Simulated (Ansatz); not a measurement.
# Sn: the cost of one run

Program: Ansatz 0.2.0. Level of theory: DFT PBE, scalar-relativistic, plane waves, PAW. These are calculated values, not measurements.

## (1) Starting point

Symmetry: Pmmm, No. 47, orthorhombic system. The conventional cell has a = 3.173 Å, b = 3.987 Å, c = 14.000 Å, α = 90.00°, β = 90.00°, γ = 90.00°. Around Sn (site symmetry mmm) lie 2 Sn at 3.17 Å.

Structure file:

```cif
data_structure
_symmetry_space_group_name_H-M 'Pmmm'
_symmetry_Int_Tables_number 47
_cell_length_a 3.1728
_cell_length_b 3.9871
_cell_length_c 14.0000
_cell_angle_alpha 90.000
_cell_angle_beta 90.000
_cell_angle_gamma 90.000
_cell_volume 177.10
loop_
_atom_site_label
_atom_site_type_symbol
_atom_site_symmetry_multiplicity
_atom_site_Wyckoff_symbol
_atom_site_fract_x
_atom_site_fract_y
_atom_site_fract_z
_atom_site_occupancy
Sn1 Sn 1 c 0.00000 0.00000 0.50000 1
```

Recipe of the guess: random sheet by layer group and Wyckoff sites. Lengths come from tabulated atomic sizes and are only a guess.

Only a and b are periodic; c spans vacuum, so the box's volume, pressure and space group aren't properties of the sheet.

## (2) A first look at the guess

File input.yaml:

```yaml
crystal:
  lattice:
    - [3.172764, 0.0, 0.0]
    - [0.0, 3.987102, 0.0]
    - [0.0, 0.0, 14.0]
  atoms:
    - { symbol: Sn, position: [0.0, 0.0, 0.5] }
  periodic: [true, true, false]
basis:
  ecutwfc: 420
kpoints:
  mp_grid: { grid: [6, 4, 1] }
hamiltonian:
  xc: pbe
scf:
  occupations: { method: gaussian, width: 0.1 }
  lower_state_search: "off"
output:
  forces: true
  stress: true
  eigenvalues: true
```

On the command line:

```sh
$ ansatz run input.yaml --threads 1 --pin off --max-ram 2048MiB --backend cpu --events-out ev --progress --plain --runs-dir out
```

**Question.** How long does this run take on 1 thread of Arm Neoverse V1, shared host, and how much memory does it need?

About 3.3 s, with a peak of 0.41 GiB.
